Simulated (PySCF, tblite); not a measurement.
# 2-methyl-2-hexene: geometry, infrared bands and NMR shifts

What infrared bands and NMR shifts should 2-methyl-2-hexene (`CCCC=C(C)C`) show?

Computed with tblite 0.8.0 and PySCF 2.14.0, with density-fitted response routines of our own, on a single molecule in the gas phase. Atoms are numbered from 0 throughout.

### Step 1. Starting geometry

21 atoms, charge 0, multiplicity 1; geometry from: force field or distance geometry start.

Bonds of the start (Å): C0–C1 1.51, C1–C2 1.50, C2–C3 1.46, C3–C4 1.34, C4–C5 1.50, C4–C6 1.49, C0–H7 1.12, C0–H8 1.12, C0–H9 1.10, C1–H10 1.11, C1–H11 1.10, C2–H12 1.11, C2–H13 1.12, C3–H14 1.09, C5–H15 1.10, C5–H16 1.13, C5–H17 1.09, C6–H18 1.10, C6–H19 1.11, C6–H20 1.13.

### Step 2. Optimising the geometry with GFN2-xTB

Job settings and geometry (Å):

```
{"job": {"kind": "relax", "xc": "GFN2-xTB", "basis": "xTB"}, "charge": 0, "multiplicity": 1}
C      2.059400    -0.175900     0.787700
C      2.112900     0.164900    -0.684900
C      0.781200     0.723300    -1.072100
C     -0.249100    -0.283100    -0.822400
C     -1.284700    -0.150300     0.016000
C     -2.228700    -1.306700     0.142600
C     -1.544800     1.096800     0.784900
H      0.991600    -0.278200     1.121700
H      2.494400    -1.192600     0.944900
H      2.584700     0.589100     1.383800
H      2.283300    -0.788800    -1.230000
H      2.937600     0.854200    -0.922100
H      0.863800     0.973200    -2.149200
H      0.535700     1.651700    -0.502000
H     -0.155200    -1.241800    -1.337600
H     -2.334100    -1.805400    -0.834700
H     -1.682200    -2.032100     0.808900
H     -3.182500    -1.038800     0.608200
H     -1.811800     1.946600     0.133900
H     -0.699000     1.414000     1.429200
H     -2.481300     0.896900     1.392800
```

The run is started by

```console
$ OMP_NUM_THREADS=1 python probes_run.py task.json out
```

One launch serves the whole session: the jobs run in the order shown.

**Question.** This job is followed by: GFN2-xTB harmonic vibrations, gas phase; GIAO PBE0/pcSseg-1 NMR shielding, non-relativistic, gas phase. What will the session give for the following? strongest single infrared mode (GFN2-xTB); zero-point energy (GFN2-xTB); ¹³C shifts against TMS (PBE0/pcSseg-1); ¹H shifts against TMS (PBE0/pcSseg-1, means over atoms taken as alike).

**Answer**, as computed:

| quantity | value |
| --- | --- |
| strongest single infrared mode (GFN2-xTB) | 3046 cm⁻¹, 135 km/mol |
| zero-point energy (GFN2-xTB) | 119.6 kcal/mol |
| ¹³C shifts against TMS (PBE0/pcSseg-1) | 140.3, 133.2, 33.9, 30.2, 26.2, 19.7, 14.3 ppm |
| ¹H shifts against TMS (PBE0/pcSseg-1, means over atoms taken as alike) | 5.40, 2.07, 1.88, 1.76, 1.39, 0.92 ppm |

Relaxing lowered the energy by 0.550 eV in 97 steps; the close pair that moved most is C6–H20, from 1.134 to 1.087 Å. All 57 modes are real, so the xTB geometry is a minimum. GFN2-xTB is a fitted tight-binding method: band positions and strengths are rough. Its intensities can rank the bands wrongly. The most deshielded hydrogen is H14 (hydrogen on an alkene CH), at 5.40 ppm: attached to an sp2 carbon and in the plane of the double bond. At PBE0/pcSseg-1: The widest tensor belongs to C4: span 228 ppm, with a paramagnetic part of -215 ppm.
